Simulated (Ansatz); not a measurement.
# TlSn2: the cost of one run

Method: DFT PBE, scalar-relativistic, plane waves, PAW, in Ansatz 0.2.0.

### Step 1. The structure to begin with

The structure is tetragonal, space group I4/mmm (No. 139). The conventional cell has a = 3.986 Å, b = 3.986 Å, c = 9.778 Å, α = 90.00°, β = 90.00°, γ = 90.00°. Around Tl (site symmetry 4/mmm) lie 10 Sn at 3.25 to 3.28 Å. Around Sn (site symmetry 4mm) lie 5 Sn at 3.23 to 3.27 Å and 5 Tl at 3.25 to 3.28 Å.

Coordinates:

```
Tl Sn
1.0
    -1.99294    1.99294    4.88894
     1.99294   -1.99294    4.88894
     1.99294    1.99294   -4.88894
Tl Sn
1 2
Direct
  0.00000 0.00000 0.00000
  0.66500 0.66500 0.00000
  0.33500 0.33500 0.00000
```

(A quick probe on a coarse mesh, which set the mesh and smearing, is not shown.)

### Step 3. Rough relaxation on the coarse mesh

Input file input.yaml:

```yaml
crystal:
  lattice:
    - [-1.9929447652, 1.9929447652, 4.8889426271]
    - [1.9929447652, -1.9929447652, 4.8889426271]
    - [1.9929447652, 1.9929447652, -4.8889426271]
  atoms:
    - { symbol: Tl, position: [0.0, 0.0, 0.0] }
    - { symbol: Sn, position: [0.665, 0.665, 0.0] }
    - { symbol: Sn, position: [0.335, 0.335, 0.0] }
basis:
  ecutwfc: 420
kpoints:
  mp_grid: { grid: [6, 6, 6] }
hamiltonian:
  xc: pbe
scf:
  occupations: { method: gaussian, width: 0.1 }
  lower_state_search: "off"
output:
  forces: true
  stress: true
  eigenvalues: true
relax:
  adjacent_minimum: "off"
  f_tol: 0.04
  max_steps: 70
  cell: { stress_tol: 0.4 }
```

Launch:

```console
$ ansatz run input.yaml --threads 1 --pin off --max-ram 2560MiB --backend cpu --events-out ev --progress --plain --runs-dir out
```

**Question.** How long does this run take on 1 thread of Intel Xeon Platinum 8259CL at 2.50GHz (Skylake/Cascade Lake), shared host, and how much memory does it need?

About 27 s, with a peak of 0.46 GiB.
